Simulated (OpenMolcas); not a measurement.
# Co⁵⁺: CASSCF and CASPT2 terms and fine-structure levels, part 3 of 3

Which level of Co⁵⁺ lies lowest, and where do the others fall? The reference wave functions come first, then spin-orbit coupling, then second-order correlation under several settings.

OpenMolcas 26.06; ANO-RCC-VQZP, DKH2, active space 4 electrons in 10 orbitals (3d 4d), orbitals: per spin and parity. The steps go on from the part before.

### Step 9. CASPT2: IPEA 0, imaginary shift 0.1 (closed shells correlated: 3s 3p), extended multistate

a.inp

```
>>> COPY JOB001 $Project.JobIph
&CASPT2
XMultistate=5 1 2 3 4 5
Frozen=2 3
IPEA=0.0
Imaginary=0.1
MaxIter=60
WThr=0.0 0.3 0.05
PrWF=0.5
NoMix
>>> COPY JOB002 $Project.JobIph
&CASPT2
XMultistate=45 1 2 3 4 5 6 7 8 9 10 11 12 13 14 15 16 17 18 19 20 21 22
23 24 25 26 27 28 29 30 31 32 33 34 35 36 37 38 39 40 41 42 43 44 45
Frozen=2 3
IPEA=0.0
Imaginary=0.1
MaxIter=60
WThr=0.0 0.3 0.05
PrWF=0.5
NoMix
>>> COPY JOB003 $Project.JobIph
&CASPT2
XMultistate=44 1 2 3 4 5 6 7 8 9 10 11 12 13 14 15 16 17 18 19 20 21 22
23 24 25 26 27 28 29 30 31 32 33 34 35 36 37 38 39 40 41 42 43 44
Frozen=2 3
IPEA=0.0
Imaginary=0.1
MaxIter=60
WThr=0.0 0.3 0.05
PrWF=0.5
NoMix
```

What it wrote:

```text
Orbital specifications:
      -----------------------

      Symmetry species                           1   2
                                                ag  au
      Frozen orbitals                            2   3
      Inactive orbitals                          1   3
      Active orbitals                           10   0
      Secondary orbitals                        32  44
      Deleted orbitals                           0   0
      Number of basis functions                 45  50
Type of calculation                        XMS-CASPT2
      Fock operator                              state-average
      IPEA shift                                 0.00
      Real shift                                 0.00
      Imaginary shift                            0.10
      The input orbitals will be transformed to quasi-canonical
      The input states will be rotated to diagonalize the Fock operator
Reference energy:       -1385.2024617193
      E2 (Non-variational):      -0.3776944321
      Shift correction:          -0.0000405865
      E2 (Variational):          -0.3777350185
      Total energy:           -1385.5801967378
      Residual norm:              0.0000005826
      Reference weight:           0.96625
      Contributions to the CASPT2 correlation energy
      Active & Virtual Only:         -0.0281728133
      One Inactive Excited:          -0.2029085214
      Two Inactive Excited:          -0.1466130973
Reference energy:       -1385.2024617192
      E2 (Non-variational):      -0.3776942662
      Shift correction:          -0.0000405862
      E2 (Variational):          -0.3777348524
      Total energy:           -1385.5801965717
      Residual norm:              0.0000005826
      Reference weight:           0.96625
      Contributions to the CASPT2 correlation energy
      Active & Virtual Only:         -0.0281728136
      One Inactive Excited:          -0.2029083558
      Two Inactive Excited:          -0.1466130968
::    XMS-CASPT2 Root  1     Total energy:  -1385.58019797
::    XMS-CASPT2 Root  2     Total energy:  -1385.58019735
::    XMS-CASPT2 Root  3     Total energy:  -1385.58019654
::    XMS-CASPT2 Root  4     Total energy:  -1385.58019630
::    XMS-CASPT2 Root  5     Total energy:  -1385.58019522
Orbital specifications:
      -----------------------

      Symmetry species                           1   2
                                                ag  au
      Frozen orbitals                            2   3
      Inactive orbitals                          1   3
      Active orbitals                           10   0
      Secondary orbitals                        32  44
      Deleted orbitals                           0   0
      Number of basis functions                 45  50
Type of calculation                        XMS-CASPT2
      Fock operator                              state-average
      IPEA shift                                 0.00
      Real shift                                 0.00
      Imaginary shift                            0.10
      The input orbitals will be transformed to quasi-canonical
      The input states will be rotated to diagonalize the Fock operator
Reference energy:       -1385.0695288313
      E2 (Non-variational):      -0.3799037346
      Shift correction:          -0.0000387091
      E2 (Variational):          -0.3799424436
      Total energy:           -1385.4494712749
      Residual norm:              0.0000006338
      Reference weight:           0.96678
      Contributions to the CASPT2 correlation energy
      Active & Virtual Only:         -0.0282330807
      One Inactive Excited:          -0.2120645032
      Two Inactive Excited:          -0.1396061507
Reference energy:       -1385.0695288313
      E2 (Non-variational):      -0.3799042308
      Shift correction:          -0.0000387095
      E2 (Variational):          -0.3799429404
      Total energy:           -1385.4494717717
      Residual norm:              0.0000006338
      Reference weight:           0.96678
      Contributions to the CASPT2 correlation energy
      Active & Virtual Only:         -0.0282330634
      One Inactive Excited:          -0.2120646010
      Two Inactive Excited:          -0.1396065665
::    XMS-CASPT2 Root  1     Total energy:  -1385.44956453
::    XMS-CASPT2 Root  2     Total energy:  -1385.44952165
::    XMS-CASPT2 Root  3     Total energy:  -1385.44950393
::    XMS-CASPT2 Root  4     Total energy:  -1385.44949552
::    XMS-CASPT2 Root  5     Total energy:  -1385.44949142
::    XMS-CASPT2 Root  6     Total energy:  -1385.44947232
::    XMS-CASPT2 Root  7     Total energy:  -1385.44946246
::    XMS-CASPT2 Root  8     Total energy:  -1385.44945779
::    XMS-CASPT2 Root  9     Total energy:  -1385.44944049
::    XMS-CASPT2 Root 10     Total energy:  -1385.44939455
::    XMS-CASPT2 Root 11     Total energy:  -1385.44938912
::    XMS-CASPT2 Root 12     Total energy:  -1385.44629145
::    XMS-CASPT2 Root 13     Total energy:  -1385.44629017
::    XMS-CASPT2 Root 14     Total energy:  -1385.44628839
::    XMS-CASPT2 Root 15     Total energy:  -1385.44003413
::    XMS-CASPT2 Root 16     Total energy:  -1385.43998036
::    XMS-CASPT2 Root 17     Total energy:  -1385.43997720
::    XMS-CASPT2 Root 18     Total energy:  -1385.43995283
::    XMS-CASPT2 Root 19     Total energy:  -1385.43992993
::    XMS-CASPT2 Root 20     Total energy:  -1385.43989140
::    XMS-CASPT2 Root 21     Total energy:  -1385.43982852
::    XMS-CASPT2 Root 22     Total energy:  -1385.42447750
::    XMS-CASPT2 Root 23     Total energy:  -1385.42446414
::    XMS-CASPT2 Root 24     Total energy:  -1385.42443511
::    XMS-CASPT2 Root 25     Total energy:  -1385.42440584
::    XMS-CASPT2 Root 26     Total energy:  -1385.42439902
::    XMS-CASPT2 Root 27     Total energy:  -1385.42439290
::    XMS-CASPT2 Root 28     Total energy:  -1385.42433674
::    XMS-CASPT2 Root 29     Total energy:  -1385.42432638
::    XMS-CASPT2 Root 30     Total energy:  -1385.42427806
Orbital specifications:
      -----------------------

      Symmetry species                           1   2
                                                ag  au
      Frozen orbitals                            2   3
      Inactive orbitals                          1   3
      Active orbitals                           10   0
      Secondary orbitals                        32  44
      Deleted orbitals                           0   0
      Number of basis functions                 45  50
Type of calculation                        XMS-CASPT2
      Fock operator                              state-average
      IPEA shift                                 0.00
      Real shift                                 0.00
      Imaginary shift                            0.10
      The input orbitals will be transformed to quasi-canonical
      The input states will be rotated to diagonalize the Fock operator
Reference energy:       -1385.0027634143
      E2 (Non-variational):      -0.3822538784
      Shift correction:          -0.0000380912
      E2 (Variational):          -0.3822919697
      Total energy:           -1385.3850553840
      Residual norm:              0.0000006286
      Reference weight:           0.96681
      Contributions to the CASPT2 correlation energy
      Active & Virtual Only:         -0.0280404021
      One Inactive Excited:          -0.2180744038
      Two Inactive Excited:          -0.1361390726
Reference energy:       -1385.0027634143
      E2 (Non-variational):      -0.3822561642
      Shift correction:          -0.0000380939
      E2 (Variational):          -0.3822942581
      Total energy:           -1385.3850576724
      Residual norm:              0.0000006287
      Reference weight:           0.96681
      Contributions to the CASPT2 correlation energy
      Active & Virtual Only:         -0.0280404021
      One Inactive Excited:          -0.2180750714
      Two Inactive Excited:          -0.1361406907
::    XMS-CASPT2 Root  1     Total energy:  -1385.38935769
::    XMS-CASPT2 Root  2     Total energy:  -1385.38930414
::    XMS-CASPT2 Root  3     Total energy:  -1385.38929809
::    XMS-CASPT2 Root  4     Total energy:  -1385.38927809
::    XMS-CASPT2 Root  5     Total energy:  -1385.38926317
::    XMS-CASPT2 Root  6     Total energy:  -1385.38923182
::    XMS-CASPT2 Root  7     Total energy:  -1385.38922013
::    XMS-CASPT2 Root  8     Total energy:  -1385.38919923
::    XMS-CASPT2 Root  9     Total energy:  -1385.38914004
::    XMS-CASPT2 Root 10     Total energy:  -1385.38519372
::    XMS-CASPT2 Root 11     Total energy:  -1385.38516298
::    XMS-CASPT2 Root 12     Total energy:  -1385.38514909
::    XMS-CASPT2 Root 13     Total energy:  -1385.38511058
::    XMS-CASPT2 Root 14     Total energy:  -1385.38508929
::    XMS-CASPT2 Root 15     Total energy:  -1385.38508254
::    XMS-CASPT2 Root 16     Total energy:  -1385.38504283
::    XMS-CASPT2 Root 17     Total energy:  -1385.38503748
::    XMS-CASPT2 Root 18     Total energy:  -1385.38500431
::    XMS-CASPT2 Root 19     Total energy:  -1385.38499977
::    XMS-CASPT2 Root 20     Total energy:  -1385.38498374
::    XMS-CASPT2 Root 21     Total energy:  -1385.38492086
::    XMS-CASPT2 Root 22     Total energy:  -1385.38489352
::    XMS-CASPT2 Root 23     Total energy:  -1385.37196621
::    XMS-CASPT2 Root 24     Total energy:  -1385.33851995
::    XMS-CASPT2 Root 25     Total energy:  -1385.33851625
::    XMS-CASPT2 Root 26     Total energy:  -1385.33850602
::    XMS-CASPT2 Root 27     Total energy:  -1385.33850281
::    XMS-CASPT2 Root 28     Total energy:  -1385.33848641
::    XMS-CASPT2 Root 29     Total energy:  -1385.30431304
::    XMS-CASPT2 Root 30     Total energy:  -1385.30423397
```

This run: 11 min of run time, 1 thread, shared host.

XMS-CASPT2: lowest energy less the reference's lowest, -0.3777 hartree; reference weights 0.959 to 0.967.

The roots that group into whole terms:

```tsv
configuration	term	E (cm-1)	spread (cm-1)
3d4	5D	0.0	1
3d4	3H	28690	38
3d4	3P(1)	29390	0
3d4	3F(1)	30780	45
3d4	3G	34200	44
3d4	1G(1)	41910	48
3d4	3D	41970	2
3d4	1I	42830	67
3d4	1S	45700	0
3d4	1D	53040	7
3d4	1F	60580	57
3d4	3P(2)	71750	0
3d4	3F(2)	71820	73
3d4	1G(2)	82210	31
```

Levels with spin-orbit coupling, from the RASSI matrix with the averaged CASPT2 term energies on its diagonal:

| Configuration | Term | J | E (cm-1) | g | Leading % | Second |
| --- | --- | --- | --- | --- | --- | --- |
| 3d4 | 5D | 0 | 0.0 |  | 100 |  |
| 3d4 | 5D | 1 | 211 | 1.501 | 100 |  |
| 3d4 | 5D | 2 | 617 | 1.501 | 100 |  |
| 3d4 | 5D | 3 | 1192 | 1.501 | 100 |  |
| 3d4 | 5D | 4 | 1912 | 1.501 | 100 |  |
| 3d4 | 3P(1) | 0 | 28310 |  | 98 |  |
| 3d4 | 3H | 4 | 29230 | 0.809 | 97 |  |
| 3d4 | 3P(1) | 1 | 29570 | 1.499 | 100 |  |
| 3d4 | 3H | 5 | 29720 | 1.037 | 98 | 2 3G |
| 3d4 | 3H | 6 | 30250 | 1.166 | 100 |  |
| 3d4 | 3F(1) | 2 | 31630 | 0.704 | 95 | 4 3P(1) |
| 3d4 | 3P(1) | 2 | 31660 | 1.463 | 95 | 4 3F(1) |
| 3d4 | 3F(1) | 3 | 31720 | 1.061 | 93 | 7 3G |
| 3d4 | 3F(1) | 4 | 31950 | 1.231 | 92 | 5 3G |
| 3d4 | 3G | 3 | 35040 | 0.772 | 93 | 7 3F(1) |
| 3d4 | 3G | 4 | 35570 | 1.058 | 92 | 6 3F(1) |
| 3d4 | 3G | 5 | 36010 | 1.197 | 98 | 2 3H |
| 3d4 | 3D | 3 | 43050 | 1.333 | 100 |  |
| 3d4 | 3D | 2 | 43220 | 1.167 | 99 |  |
| 3d4 | 3D | 1 | 43390 | 0.501 | 100 |  |
| 3d4 | 1G(1) | 4 | 43420 | 1.002 | 97 |  |
| 3d4 | 1I | 6 | 44120 | 1.001 | 100 |  |
| 3d4 | 1S | 0 | 47140 |  | 99 |  |
| 3d4 | 1D | 2 | 54380 | 1.001 | 99 |  |

### Step 10. The methods side by side

A. CASSCF
B. SS-CASPT2, IPEA 0.25, imaginary shift 0.1 (closed shells correlated: 3s 3p)
C. XMS-CASPT2, IPEA 0, imaginary shift 0.1 (closed shells correlated: 3s 3p)

Energies in cm-1 above each method's lowest level; measured values from Sugar and Corliss, J. Phys. Chem. Ref. Data 10, 1097 (1981).

```tsv
level	A	B	C	measured
3d4 5D0	0.0	0.0	0.0	0.0
3d4 5D1	209	212	211	204
3d4 5D2	611	618	617	589
3d4 5D3	1185	1194	1192	1125
3d4 5D4	1907	1913	1912	1782
3d4 3H4	29759	28770	29230	28377
3d4 3H5	30222	29260	29720	28806
3d4 3H6	30723	29790	30250	29234
3d4 3P0(1)	31475	27680	28310	27166
3d4 3P1(1)	32699	28940	29570	28462
3d4 3F2(1)	34345	31120	31630	30555
3d4 3F3(1)	34430	31230	31720	30635
3d4 3F4(1)	34657	31470	31950	30817
3d4 3P2(1)	34794	31020	31660	30506
3d4 3G3	37629	34680	35040	34026
3d4 3G4	38154	35210	35570	34475
3d4 3G5	38548	35650	36010	34855
3d4 1I6	45104	43740	44120	42800
3d4 1G4(1)	47604	43220	43420	41926
3d4 3D3	48613	42700	43050	41676
3d4 3D2	48761	42870	43220	41856
3d4 3D1	48951	43040	43390	42098
3d4 1S0	55183	46660	47140	45372
3d4 1D2	58917	54400	54380	52740
3d4 1F3	67839	61440	61770	59930
3d4 3F4(2)	79408	72750	73050	70798
3d4 3F2(2)	79481	72820	73100	70926
3d4 3F3(2)	79555	72890	73180	70998
3d4 3P2(2)	79957	71940	72330	70164
3d4 3P1(2)	81332	73310	73700	71624
```

Mean absolute deviation from the 31 measured excited levels that all methods hold: A 5000 cm⁻¹, B 960 cm⁻¹, C 1300 cm⁻¹.

### Step 11. Results

What follows sums up all 3 parts.

```
                                                                                   quantity                                                                        value
                                                                                     method  SS-CASPT2, IPEA 0.25, imaginary shift 0.1 (closed shells correlated: 3s 3p)
                                                                               lowest level                                                  3d4 5D0, 100 % of that term
                                                                ground level listed by NIST                                                                          5D0
                                                                        first excited level                                                          3d4 5D1 at 212 cm-1
                                                               lowest level of another term                                                     3d4 3P0(1) at 27680 cm-1
                                                    spin-orbit lowering of the lowest level                                                                    1231 cm-1
strongest of the lines computed, by gA (one parity, so forbidden lines), at CASSCF energies                             3d4 1G4(2) → 3d4 1I6, 222.7 nm, A = 7.98e+00 s⁻¹
```

Cost and accuracy by method:

```tsv
method	time of its own steps	time with the reference	mean absolute difference from the measured levels (cm-1)
A. CASSCF	50 s	50 s	5000
B. SS-CASPT2, IPEA 0.25, imaginary shift 0.1, +3s 3p	11 min	12 min	960
C. XMS-CASPT2, IPEA 0, imaginary shift 0.1, +3s 3p	11 min	11 min	1300
```

Times are of one thread on a shared host.

The multiplet 5D is regular; its intervals divided by the larger J differ by 16 % of their mean, where Landé's rule for pure LS coupling makes them equal. Second-order correlation (method B) scales the levels of the lowest configuration above 5000 cm⁻¹ by 0.85 to 0.97. Method B lies closest to the measured levels (960 cm⁻¹ on average) and A farthest (5000). Only the configurations of the active space and the roots asked for are present. Not all states of the active space went into the spin-orbit step. CASPT2 does not keep the components of a term degenerate, and the means are used. The levels of the extra active shells were not computed. Levels of other configurations are missing from the list.
